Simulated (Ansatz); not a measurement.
**AlB2H4N (SMILES N[B]1[BH][AlH]1): functionals against CCSD(T) at one geometry**

One table from this session's results is given with a row withheld; the runs are named, their logs left out.

Method: single points in def2-TZVPP; program: Ansatz 0.2.0, Gaussian basis.

Cores are frozen in the correlated methods.

### The system as given

SMILES `N[B]1[BH][AlH]1`, 8 atoms, charge 0, spin multiplicity 1.

Atoms are counted from 1 here; the program's logs count them from 0.

Bond lengths: N1–B2 1.361 Å, N1–H5 1.033 Å, N1–H6 1.056 Å, B2–B3 1.476 Å, B2–Al4 2.283 Å, B3–Al4 1.978 Å, B3–H7 1.177 Å, Al4–H8 1.729 Å. Angles: B2–N1–H5 125.8°, B2–N1–H6 129.5°, H5–N1–H6 104.2°, N1–B2–B3 163.8°, N1–B2–Al4 122.8°, B3–B2–Al4 59.0°, B2–B3–Al4 81.3°, B2–B3–H7 148.0°, Al4–B3–H7 114.8°, B2–Al4–B3 39.7°, B2–Al4–H8 148.2°, B3–Al4–H8 171.4°.

Coordinates:

```xyz
8
AlB2H4N
N    -0.7329    1.3962   -0.4120
B     0.2768    0.5621   -0.0435
B     1.3986   -0.3969   -0.0543
Al   -0.0548   -1.6430    0.4439
H    -0.9368    1.7100   -1.3746
H    -1.3885    1.9645    0.1894
H     2.4629   -0.6917    0.3519
H    -1.1365   -2.8868    0.9646
```

Set-up of the first run:

The input, run/in.yaml:

```yaml
crystal:
  periodic: [false, false, false]
  atoms:
    - {symbol: N, position_ang: [-0.732900, 1.396200, -0.412000]}
    - {symbol: B, position_ang: [0.276800, 0.562100, -0.043500]}
    - {symbol: B, position_ang: [1.398600, -0.396900, -0.054300]}
    - {symbol: Al, position_ang: [-0.054800, -1.643000, 0.443900]}
    - {symbol: H, position_ang: [-0.936800, 1.710000, -1.374600]}
    - {symbol: H, position_ang: [-1.388500, 1.964500, 0.189400]}
    - {symbol: H, position_ang: [2.462900, -0.691700, 0.351900]}
    - {symbol: H, position_ang: [-1.136500, -2.886800, 0.964600]}
basis:
  gaussian: {orbitals: def2-TZVPP}
correlation: {method: ccsd_t}
output: {forces: true}
```

The command line of these runs was not kept.

Among the steps run: CCSD(T)/def2-TZVPP; PBE0-D4/def2-TZVPP; wB97M-V/def2-TZVPP; r2SCAN-D4/def2-TZVPP; PBE-D4/def2-TZVPP; BLYP-D4/def2-TZVPP; r2SCAN0-D4/def2-TZVPP.

One table of the session follows, with a row left open; its other results are not shown here.

```
    method  RMS force component (eV/Å)  angle to CCSD(T) forces (°)  dipole (D)
   CCSD(T)                       1.168                    reference        3.21
   PBE0-D4                           ?                            ?           ?
   wB97M-V                       1.104                          6.6        3.21
 r2SCAN-D4                       1.037                          4.4        3.25
    PBE-D4                       0.955                          4.7        3.21
   BLYP-D4                       0.966                          4.9        3.13
r2SCAN0-D4                       1.112                          7.4        3.23
```

Q: Estimate the row for PBE0-D4 from the others.

**Answer.** RMS force component (eV/Å): 1.057; angle to CCSD(T) forces (°): 5.5; dipole (D): 3.21. In the column «RMS force component (eV/Å)» it lies between r2SCAN-D4 (1.037) and wB97M-V (1.104).
